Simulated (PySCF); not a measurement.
**C₃H₇FGeN₂Si: electronic excitations**

Wanted: the electronic excitations of C₃H₇FGeN₂Si (`Fc1cc([SiH3])[n]([GeH3])n1`), by calculation.

Computed with PySCF 2.14.0, with density-fitted response routines of our own, on a single molecule in the gas phase. Atoms count from 0, in the outputs and in this text.

### 1 The starting structure

15 atoms, charge 0, multiplicity 1; geometry from: GFN2-xTB.

Bonds of the start (Å): F0–C1 1.33, C1–C2 1.40, C2–C3 1.38, C3–Si4 1.87, C3–N5 1.36, N5–Ge6 1.84, N5–N7 1.34, N7–C1 1.31, C2–H8 1.07, Si4–H9 1.47, Si4–H10 1.47, Si4–H11 1.46, Ge6–H12 1.50, Ge6–H13 1.50, Ge6–H14 1.48.

### 2 Excited states and response: wB97X-D/def2-SVPD

Job settings and geometry (Å):

```
{"job": {"kind": "uv", "xc": "wB97X-D", "basis": "def2-SVPD", "nstates": 8, "ntriplets": 3}, "charge": 0, "multiplicity": 1}
F     -2.791092    -2.288682     0.469165
C     -1.792403    -1.426055     0.293754
C     -1.897510    -0.034400     0.209218
C     -0.594621     0.392479     0.026931
Si     0.125611     2.109120    -0.180217
N      0.181166    -0.719369     0.010527
Ge     1.987701    -1.035448    -0.129781
N     -0.549325    -1.835692     0.175282
H     -2.786201     0.558206     0.272940
H      1.274126     2.238182     0.727665
H      0.572858     2.272498    -1.568839
H     -0.918564     3.076895     0.147069
H      2.481831    -0.259063    -1.309269
H      2.639024    -0.533896     1.121205
H      2.062986    -2.506785    -0.287563
```

With the program's defaults for keys left out, this is: TDDFT wB97X-D/def2-SVPD, vertical, gas phase, core orbitals frozen in the response.

The run is started by

```sh
> OMP_NUM_THREADS=1 python probes_run.py task.json out
```

One launch serves the whole session: the jobs run in the order shown.

Standard output:

```text
coarse grid: 62216 points
cycle   1  E = -2693.6358057475  dE =  8.407e-01  |g| = 6.368e-01  |ddm| = 6.065e+00
cycle   2  E = -2693.6571416312  dE = -2.134e-02  |g| = 6.297e-01  |ddm| = 2.010e+00
cycle   3  E = -2693.7138501220  dE = -5.671e-02  |g| = 6.181e-02  |ddm| = 9.653e-01
cycle   4  E = -2693.7145378715  dE = -6.877e-04  |g| = 3.669e-02  |ddm| = 2.064e-01
cycle   5  E = -2693.7147896942  dE = -2.518e-04  |g| = 7.760e-03  |ddm| = 7.690e-02
cycle   6  E = -2693.7148062730  dE = -1.658e-05  |g| = 3.254e-03  |ddm| = 2.822e-02
cycle   7  E = -2693.7148086670  dE = -2.394e-06  |g| = 8.188e-04  |ddm| = 6.008e-03
final grid: 129784 points
cycle   8  E = -2693.7143789886  dE = -1.791e-06  |g| = 1.065e-03  |ddm| = 1.529e-02
cycle   9  E = -2693.7143790099  dE = -2.131e-08  |g| = 1.121e-03  |ddm| = 4.375e-03
cycle  10  E = -2693.7143792194  dE = -2.095e-07  |g| = 1.635e-04  |ddm| = 1.713e-03
cycle  11  E = -2693.7143792276  dE = -8.122e-09  |g| = 7.951e-05  |ddm| = 4.594e-04
cycle  12  E = -2693.7143792300  dE = -2.475e-09  |g| = 2.036e-05  |ddm| = 2.525e-04
cycle  13  E = -2693.7143792302  dE = -2.119e-10  |g| = 9.137e-06  |ddm| = 7.121e-05
converged SCF energy = -2693.7143792302

Static polarisability (au): isotropic 101.073, principal 75.044 110.662 117.513

Singlet excitations
state   eV       nm        f      main configurations
  1   6.2539    198.3   0.11764   H->L 0.74, H-1->L 0.13
  2   6.5226    190.1   0.21848   H-1->L 0.76, H->L 0.15
  3   6.7529    183.6   0.00575   H->L+1 0.53, H-2->L 0.30
  4   6.7906    182.6   0.00407   H-2->L 0.53, H->L+1 0.27
  5   6.9766    177.7   0.00511   H-1->L+1 0.74, H-1->L+2 0.13
  6   7.1248    174.0   0.00907   H->L+2 0.42, H->L+3 0.15, H->L+4 0.14
  7   7.2237    171.6   0.02779   H-1->L+2 0.34, H-1->L+3 0.21, H-1->L+4 0.16
  8   7.6826    161.4   0.00477   H->L+3 0.36, H->L+2 0.33, H->L+4 0.10

Triplet excitations (Tamm-Dancoff, eV): 4.5555 4.9488 6.1294
```

Run time: 49 s. Hardware: 1 thread of Intel Xeon 6975P-C, shared host; peak memory 1.1 GiB.

Frontier orbitals and where they lie:

```
orbital      eV                         atoms
 HOMO−3  -11.79    C3 22 %, Si4 21 %, C2 10 %
 HOMO−2  -10.51      N7 61 %, C1 10 %, N5 8 %
 HOMO−1   -9.37     C2 33 %, C3 20 %, N7 16 %
   HOMO   -9.21     N5 24 %, C1 20 %, N7 20 %
   LUMO    1.29    C3 20 %, Si4 15 %, N5 13 %
 LUMO+1    1.55  Ge6 35 %, Si4 12 %, H12 11 %
 LUMO+2    1.63   Ge6 38 %, Si4 20 %, H12 7 %
```

With each of the 8 states as a Gaussian band of 0.4 eV half-width at 1/e, the curve within the window shown has maxima at 192 nm (ε 13,000) L/(mol cm). Beyond the last state computed it falls off for lack of states. The curve at chosen wavelengths:

nm, ε (L/mol/cm) and a bar:
```
      155        145 
      158        299 
      160        456 #
      163        793 ##
      165       1083 ##
      168       1579 ###
      170       1937 ####
      173       2583 ######
      175       3187 #######
      178       4555 ###########
      180       5824 ##############
      183       8114 ###################
      185       9677 #######################
      188      11601 ############################
      190      12362 ##############################
      193      12518 ##############################
      195      11983 #############################
      198      10446 #########################
      200       9117 ######################
      203       6987 #################
      205       5628 #############
      208       3852 #########
      210       2889 #######
      213       1786 ####
      215       1256 ###
      218        708 #
```

Further results of this job:

```
           property  computed
  dipole moment (D)      3.48
polarisability (Å³)     14.98
 HOMO–LUMO gap (eV)     10.50
      −ε(HOMO) (eV)      9.21
```

### 3 Results

| quantity | value |
| --- | --- |
| lowest singlet (wB97X-D/def2-SVPD) | 6.25 eV (198 nm), f = 0.118 |
| brightest single state of those computed | state 2, 6.52 eV, f = 0.218 |
| lowest triplet | 4.56 eV |

In words: The lowest singlet, at 6.25 eV, is HOMO→LUMO 0.74, HOMO−1→LUMO 0.13 and is bright; of the 8 states computed, the strongest absorption comes from state 2 at 6.52 eV. The lowest triplet lies 1.70 eV below the lowest singlet (triplets in Tamm-Dancoff, singlets in full TDDFT).
